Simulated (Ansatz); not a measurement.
# HfO2 (fluorite): exact exchange against the cheap answer (a further series)

Aim: see how the gap and pressure of HfO2 (fluorite) move with the amount and range of exact exchange, and what each run costs.

Method: DFT at several levels, plane waves, PAW, in Ansatz 0.2.0.

## 1. The system as given

The structure is cubic, space group Fm-3m (No. 225). Conventional cell: a = 5.115 Å, b = 5.115 Å, c = 5.115 Å, α = 90.00°, β = 90.00°, γ = 90.00°. Hf (site symmetry m-3m) has 8 O at 2.21 Å in its first shell of neighbours. Around O (site symmetry -43m) lie 4 Hf at 2.21 Å.

Coordinates:

```
CELL_PARAMETERS angstrom
0.00000 2.55750 2.55750
2.55750 0.00000 2.55750
2.55750 2.55750 0.00000
ATOMIC_POSITIONS crystal
Hf 0.00000 0.00000 0.00000
O 0.25000 0.25000 0.25000
O 0.75000 0.75000 0.75000
```

At PBE, an earlier run found -2.46 GPa for this cell of 11.152 Å³/atom (8×8×8 mesh), gap on the mesh 3.72 eV.

All runs below keep this geometry.

Levels to run, all on a 4×4×4 mesh: Hartree–Fock; r²SCAN0 form (fraction 1/ε∞); r²SCAN0 form (fraction 0.15). Hardware: 4 threads of Arm Neoverse V2, shared host.

An earlier series ran PBE on this mesh: volume 11.152 Å³/atom, pressure -2.48 GPa, gap on the mesh 3.72 eV.

## 2. Hartree–Fock

input.yaml

```yaml
crystal:
  lattice:
    - [0.0, 2.5575019374, 2.5575019374]
    - [2.5575019374, 0.0, 2.5575019374]
    - [2.5575019374, 2.5575019374, 0.0]
  atoms:
    - { symbol: Hf, position: [0.0, 0.0, 0.0] }
    - { symbol: O, position: [0.25, 0.25, 0.25] }
    - { symbol: O, position: [0.75, 0.75, 0.75] }
basis:
  ecutwfc: 420
  ecutrho_ratio: 4
kpoints:
  mp_grid: { grid: [4, 4, 4] }
hamiltonian:
  xc: hf
scf:
  occupations: { method: gaussian, width: 0.05 }
  n_extra_bands: 10
output:
  forces: true
  stress: true
  eigenvalues: true
  populations: true
  dos: { projected: true, de: 0.02 }
```

On the command line:

```
$ ansatz run input.yaml --threads 4 --pin off --max-ram 8192MiB --backend cpu --events-out ev --progress --plain --runs-dir out
```

After this run come: r²SCAN0 form (fraction 1/ε∞); r²SCAN0 form (fraction 0.15).

Q: Predict the outcome of this session. Wanted: for each run, exact exchange; change of gap; pressure.

**Answer**, as computed:

| level | exact exchange | gap on the mesh (eV) | change of gap (eV) | pressure (GPa) | wall time | CPU time |
| --- | --- | --- | --- | --- | --- | --- |
| PBE (earlier series) | 0.00 | 3.72 | 0 | -2.5 | 0.36 s | 0.87 s |
| Hartree–Fock | 1.00 | 13.85 | +10.13 | -4.0 | 6.5 s | 18 s |
| r²SCAN0 form (fraction 1/ε∞) | 0.20 | 5.98 | +2.26 | -11.3 | 16 s | 53 s |
| r²SCAN0 form (fraction 0.15) | 0.15 | 5.52 | +1.80 | -10.5 | 6 s | 19 s |

Changes count from PBE. Times are on 4 threads of Arm Neoverse V2, shared host; the hybrid runs also made densities of states.

Against 3.72 eV at PBE, the runs with exact exchange give 5.52 (r²SCAN0 form (fraction 0.15)) to 13.85 eV (Hartree–Fock). The pressure spans -11.3 to -2.5 GPa, negative where a level wants a smaller cell on this coarse mesh, whose own error is in all of them. The median run with exact exchange took 22 times the CPU time of the cheap one. The cutoffs differ: 500 eV for r²SCAN0 form (fraction 1/ε∞), 500 eV for r²SCAN0 form (fraction 0.15), 420 eV otherwise. Gaps are over this coarse mesh alone, and total energies of different levels can't be compared. Spin–orbit coupling is left out, though the cell holds Hf; in elements this heavy it can shift levels and gaps by tenths of an eV. The program warned that the SCF threshold is loose for the stress of this hybrid run.
